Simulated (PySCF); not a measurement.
# PtO₂⁻: structure of the quartet

The task is one start of a wider search on PtO₂⁻: the quartet, from a B3LYP minimum start. It is relaxed, tested by its Hessian and followed downhill if it is a saddle.

Computed with PySCF 2.14.0. Level: B3LYP, basis Pt def2-SVPD with ECP60, O def2-SVPD, scalar-relativistic core potentials, no spin–orbit coupling, density fitting.

## Step 1: Where the work starts

3 atoms, charge -1, spin multiplicity 4.

Bond lengths: Pt1–O2 1.859 Å, Pt1–O3 1.859 Å. Angles: O2–Pt1–O3 159.9°.

Z-matrix (Å, degrees; charge -1 multiplicity 4):
```
Pt
O  1 1.8588
O  1 1.8588 2 159.92
```

## Step 2: The SCF at the typed geometry

One driver script runs all steps and calls PySCF; scf.py shows how it sets up the SCF of each step. The optimiser is the driver's own. After this first run the driver tries any further starts and a stability analysis.

scf.py reads:

```python
from pyscf import gto, scf, dft
mol = gto.M(atom='''
Pt    -0.045670    -0.000000     0.000000
O      0.278360     1.830340    -0.000000
O      0.278360    -1.830340     0.000000''',
    basis={'Pt': 'def2-SVPD', 'O': 'def2-SVPD'},
    ecp={'Pt': 'def2-SVPD'},
    charge=-1, spin=3)
mf = dft.UKS(mol, xc='B3LYP')
mf.grids.atom_grid = (50, 194)
aux = {'Pt': 'def2-universal-JKFIT', 'O': 'def2-universal-JKFIT'}
mf = mf.density_fit(auxbasis=aux)
mf.conv_tol = 1e-08
mf.diis_space = 10
mf.max_cycle = 60
mf.init_guess = 'minao'
mf.verbose = 4
mf.kernel()
```

Launch:

```sh
$ OMP_NUM_THREADS=2 python axn.py task.json out
```

Further steps of the session: Relaxation: B3LYP minimum start, quartet; Frequencies.

Before running it: what results should come out? Wanted: minimum; geometry; wavenumbers; dipole moment; highest occupied, lowest empty level; polar-tensor charge of Pt1; zero-point energy; ⟨S²⟩.

As calculated:

| quantity | value |
| --- | --- |
| minimum | quartet, C2v |
| geometry | Pt–O 1.859 Å (×2); O–Pt–O 159.9° |
| wavenumbers (cm⁻¹) | 173 (a1), 605 (b2), 706 (a1) |
| dipole moment (centre of mass) | 1.74 D |
| highest occupied, lowest empty level (either spin) | -1.06, 0.37 eV |
| polar-tensor charge of Pt1 | +0.22 e |
| zero-point energy | 8.9 kJ/mol |
| entropy at 298.15 K | 287.3 J/(mol K) |
| ⟨S²⟩ | 3.784 |

**Reading.** The molecule stays C2v, as typed, and the end point is a minimum. The strongest infrared band lies at 605 cm⁻¹ (b2, stretch). Other starts or spin states, not run here, may lie lower. One determinant may miss the lowest occupation of an open d or f shell. Spin–orbit coupling, left out here, can matter for elements this heavy.
